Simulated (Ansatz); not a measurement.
**TaSi in Ansatz: the effect of functional**

TaSi, a sheet with vacuum:

```
CELL_PARAMETERS angstrom
2.73859 0.00000 0.00000
-1.36929 2.37169 0.00000
0.00000 0.00000 29.01702
ATOMIC_POSITIONS crystal
Ta 0.00000 0.00000 0.23066
Si 0.00000 0.00000 0.32074
```

The cell was built by a generator and needn't be a form met in nature.

Alike in all runs:

* Program: Ansatz 0.2.0
* Task: work function
* Potentials or basis: all-electron LAPW, scalar-relativistic
* Cutoff: 271 eV (chosen from the basis error)
* Basis error allowed: 0.002 eV/atom
* k mesh: 11 × 11 × 1
* Occupations: fermi-dirac, width 0.05 eV
* Spin: no spin polarisation

```csv
functional,largest force (eV/Å),work function (eV)
PBE,0.14,4.47
LDA,?,?
PBEsol,0.03,4.53
```

Task: What does the run with functional LDA give?

Result: Largest force 0.15 eV/Å; work function 4.67 eV.
